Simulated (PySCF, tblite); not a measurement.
**C₃H₅NOSSi: geometry, infrared bands and NMR shifts**

What infrared bands and NMR shifts should C₃H₅NOSSi (`[SiH3]Sc1ccon1`) show?

Programs: tblite 0.8.0 and PySCF 2.14.0, with density-fitted response routines of our own. Each step states its level of theory. These are calculated values for one molecule in the gas phase, unless marked as measured. Atoms are numbered from 0 throughout.

## Step 1: Starting geometry

12 atoms, charge 0, multiplicity 1; geometry from: force field or distance geometry start.

Bonds of the start (Å): Si0–S1 2.13, S1–C2 1.75, C2–C3 1.39, C3–C4 1.36, C4–O5 1.37, O5–N6 1.38, N6–C2 1.34, Si0–H7 1.49, Si0–H8 1.49, Si0–H9 1.48, C3–H10 1.08, C4–H11 1.08.

## Step 2: Optimising the geometry with GFN2-xTB

The job: settings as JSON, then the geometry in Å.

```
{"job": {"kind": "relax", "xc": "GFN2-xTB", "basis": "xTB"}, "charge": 0, "multiplicity": 1}
Si    -2.623400     0.120600     0.129800
S     -0.985200     0.300600     1.471500
C      0.463600     0.031000     0.534300
C      1.758300     0.074200     1.051100
C      2.559700    -0.188000    -0.015000
O      1.786700    -0.359400    -1.128900
N      0.457500    -0.216400    -0.783100
H     -2.543100     1.172300    -0.918000
H     -3.879100     0.337100     0.902300
H     -2.683400    -1.241400    -0.451200
H      2.067100     0.245200     2.075400
H      3.622500    -0.276500    -0.173500
```

On the command line:

```
> OMP_NUM_THREADS=1 python probes_run.py task.json out
```

This one command runs all jobs of the session in turn.

**Question.** This job is followed by: GFN2-xTB harmonic vibrations, gas phase; GIAO PBE0/pcSseg-1 NMR shielding, non-relativistic, gas phase. What will the session give for the following? strongest single infrared mode (GFN2-xTB); zero-point energy (GFN2-xTB); ¹³C shifts against TMS (PBE0/pcSseg-1); ¹H shifts against TMS (PBE0/pcSseg-1, means over atoms taken as alike); ²⁹Si shifts against TMS (PBE0/pcSseg-1); ³³S shifts against CS2 (PBE0/pcSseg-1); ¹⁷O shifts against H2O (PBE0/pcSseg-1); ¹⁵N shifts against NH3 (PBE0/pcSseg-1).

As calculated:

| quantity | value |
| --- | --- |
| strongest single infrared mode (GFN2-xTB) | 780 cm⁻¹, 391 km/mol |
| zero-point energy (GFN2-xTB) | 45.9 kcal/mol |
| ¹³C shifts against TMS (PBE0/pcSseg-1) | 166.6, 166.0, 112.3 ppm |
| ¹H shifts against TMS (PBE0/pcSseg-1, means over atoms taken as alike) | 8.46, 6.49, 4.83 ppm |
| ²⁹Si shifts against TMS (PBE0/pcSseg-1) | -61.1 ppm |
| ³³S shifts against CS2 (PBE0/pcSseg-1) | -147 ppm |
| ¹⁷O shifts against H2O (PBE0/pcSseg-1) | 401.8 ppm |
| ¹⁵N shifts against NH3 (PBE0/pcSseg-1) | 391.0 ppm |

What this shows: Over 38 steps the energy fell by 0.271 eV; of the close pairs, Si0–S1 changed most, 2.125 to 2.181 Å. All 30 modes are real, so the xTB geometry is a minimum. Unscaled tight-binding wavenumbers are off by several per cent, some by more. Its intensities can rank the bands wrongly. At PBE0/pcSseg-1: The largest span, 464 ppm, is at S1, where the paramagnetic term is -407 ppm. NICS(1)zz of -25 ppm above the planar ring from C2 marks a diatropic (aromatic) ring current.
